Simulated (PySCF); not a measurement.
OZnClH, in a box:

```
O Zn Cl H
1.0
    13.00000    0.00000    0.00000
     0.00000   12.00000    0.00000
     0.00000    0.00000   12.00000
O Zn Cl H
1 1 1 1
Direct
  0.43323 0.59183 0.43502
  0.52225 0.50509 0.50460
  0.63424 0.41167 0.58642
  0.36776 0.55857 0.41925
```

Program: PySCF 2.14.0. Alike in all runs: task atomic charges; potentials or basis 6-31g* (all-electron); no spin polarisation; cell as given; k mesh 1 × 1 × 1; smearing fixed.

**Question.** Order these runs on this cell by their band gap on the k mesh, lowest first.
A. level MN15-L
B. level SCAN+D3(BJ); three-body dispersion term no
C. level RPBE+D4; three-body dispersion term yes
D. level r2SCAN50+D3(BJ); three-body dispersion term no; exxdiv ewald

**Answer.** C (4.57 eV), B (5.19 eV), A (5.51 eV), D (9.79 eV).

Caveats: this is a molecule in a periodic box at the Γ point, so its band gap is the HOMO-LUMO gap; the basis of atomic orbitals isn't converged, which shifts pressures, moduli and gaps.

A k mesh can miss the band edges.

Not every run made on this cell is shown here.
